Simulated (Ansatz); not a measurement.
**C₃H₉InOS: basis-set convergence**

The task here is to estimate one member of a computed series from the others.

Program: Ansatz 0.2.0, Gaussian basis. Level of theory: one geometry, several basis sets. These are calculated values, not measurements.

The runs, in order: PBE0-D4/def2-SVP; ωB97M-V/def2-SVP; PBE0-D4/def2-QZVPP; ωB97M-V/def2-QZVPP; the functionals' def2-TZVPP values are taken from earlier runs.

### The relaxed structure

The geometry comes from an earlier relaxation with PBE0-D4 in a triple-zeta def2 set; it is a stationary point, not always the lowest conformer. In takes the def2 core potential; no spin-orbit term is included.

SMILES `C[CH](C)[In]([OH])[SH]`, 15 atoms, charge 0, spin multiplicity 1.

Atoms are counted from 1 here; the program's logs count them from 0.

Bond lengths: C1–C2 1.520 Å, C1–H7 1.093 Å, C1–H8 1.094 Å, C1–H9 1.097 Å, C2–C3 1.522 Å, C2–In4 2.173 Å, C2–H10 1.095 Å, C3–H11 1.093 Å, C3–H12 1.097 Å, C3–H13 1.094 Å, In4–O5 1.991 Å, In4–S6 2.386 Å, O5–H14 0.960 Å, S6–H15 1.344 Å. Angles: C2–C1–H7 112.4°, C2–C1–H8 111.8°, C2–C1–H9 110.5°, H7–C1–H8 107.6°, H7–C1–H9 107.4°, H8–C1–H9 106.9°, C1–C2–C3 112.2°, C1–C2–In4 111.2°, C1–C2–H10 109.1°, C3–C2–In4 111.1°, C3–C2–H10 108.8°, In4–C2–H10 104.1°, C2–C3–H11 112.6°, C2–C3–H12 110.3°, C2–C3–H13 111.9°, H11–C3–H12 107.3°, H11–C3–H13 107.6°, H12–C3–H13 106.8° and more.

The first run:

in.yaml

```yaml
crystal:
  periodic: [false, false, false]
  atoms:
    - {symbol: C, position_ang: [-1.160081, -0.964060, -0.786895]}
    - {symbol: C, position_ang: [0.077666, -0.692607, 0.053067]}
    - {symbol: C, position_ang: [1.358863, -0.793802, -0.763079]}
    - {symbol: In, position_ang: [-0.060197, 1.230216, 1.055161]}
    - {symbol: O, position_ang: [1.359132, 2.018219, 2.208546]}
    - {symbol: S, position_ang: [-1.882936, 2.766135, 0.951485]}
    - {symbol: H, position_ang: [-2.078649, -0.942654, -0.195203]}
    - {symbol: H, position_ang: [-1.270511, -0.234110, -1.594369]}
    - {symbol: H, position_ang: [-1.096099, -1.953348, -1.256837]}
    - {symbol: H, position_ang: [0.121648, -1.418507, 0.872011]}
    - {symbol: H, position_ang: [2.255496, -0.636606, -0.158410]}
    - {symbol: H, position_ang: [1.442514, -1.787872, -1.219704]}
    - {symbol: H, position_ang: [1.379982, -0.067100, -1.580544]}
    - {symbol: H, position_ang: [2.131098, 1.456114, 2.303452]}
    - {symbol: H, position_ang: [-2.599728, 1.969082, 0.140717]}
basis:
  gaussian: {orbitals: def2-SVP}
hamiltonian: {xc: pbe0, dispersion: d4}
output: {orbitals: {seedname: orbitals}}
```

On the command line:

```
$ ansatz run in.yaml --threads 2 --pin off --events-out ev --progress --plain --max-ram 32768MiB --backend cpu
```

Among the steps run: PBE0-D4 in def2-SVP; ωB97M-V in def2-SVP; PBE0-D4 in def2-QZVPP; ωB97M-V in def2-QZVPP.

One table of the session follows, with a row left open; its other results are not shown here.

| functional | basis | HOMO (eV) |
| --- | --- | --- |
| PBE0-D4 | def2-SVP | -7.08 |
| PBE0-D4 | def2-TZVPP | -7.26 |
| PBE0-D4 | def2-QZVPP | -7.28 |
| ωB97M-V | def2-SVP | -9.25 |
| ωB97M-V | def2-TZVPP | ? |
| ωB97M-V | def2-QZVPP | -9.36 |

**Question.** Estimate the row for ωB97M-V, def2-TZVPP.

As computed: HOMO (eV): -9.34. In the column «HOMO (eV)» it lies between ωB97M-V, def2-QZVPP (-9.36) and ωB97M-V, def2-SVP (-9.25).
